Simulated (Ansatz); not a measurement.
# ClGeH2Se: the cost of one run

Computed with Ansatz 0.2.0, driven from Python. Level of theory: PBE/def2-SVP.

### 1 The system

Bond lengths: Cl1–Ge2 2.102 Å, Ge2–Se3 2.336 Å, Ge2–H4 1.545 Å, Se3–H5 1.523 Å. Angles: Cl1–Ge2–Se3 109.2°, Cl1–Ge2–H4 111.6°, Se3–Ge2–H4 107.7°, Ge2–Se3–H5 91.7°.

No structure file is read: the coordinates are typed or built in the script.

### 2 Script

clgeh2se_relaxed_scan.py

```python
import ansatz as az
import numpy as np


def main() -> None:
    geometry_ang = [
        ("Cl", (-2.1057, 0.0181, -0.138)),
        ("Ge", (-0.1621, -0.7748, -0.2411)),
        ("Se", (1.3746, 0.8725, 0.3773)),
        ("H", (0.0157, -1.9691, 0.7224)),
        ("H", (0.9274, 1.7797, -0.762)),
    ]
    geometry = az.Crystal.molecule()
    for symbol, xyz in geometry_ang:
        geometry = geometry.atom(symbol, xyz)

    calculation = geometry.calculation()
    calculation = calculation.basis(gaussian="def2-SVP")
    calculation = calculation.functional("PBE")
    calculation = calculation.spin("collinear", total=1)
    symbols = [site.symbol for site in geometry.cartesian_sites]
    pairs = [(0, 1), (1, 2), (1, 3), (2, 4)]
    print("held (A)   E (eV)        ", "  ".join(f"{symbols[i]}{i}-{symbols[j]}{j}" for i, j in pairs))
    for length in [2.15, 2.34, 2.52, 2.8, 3.15]:
        report = calculation.relax(constraints=[az.DistanceConstraint((1, 2), at=length)], force_tolerance=0.02, max_steps=60).run(threads=1, pin="off").report
        xyz = np.array(report["positions_ang"])
        print(f"{length:6.2f} {report['free_energy_ev']:14.5f}  ", "  ".join(f"{np.linalg.norm(xyz[i] - xyz[j]):.3f}" for i, j in pairs))


if __name__ == "__main__":
    main()
```

### 3 Launch

Run with:

```console
> python clgeh2se_relaxed_scan.py
```

**Question.** How long does this script take on 1 thread of Arm Neoverse V1, shared host, and how much memory does it need?

About 4.1 min, with a peak of 0.27 GiB.
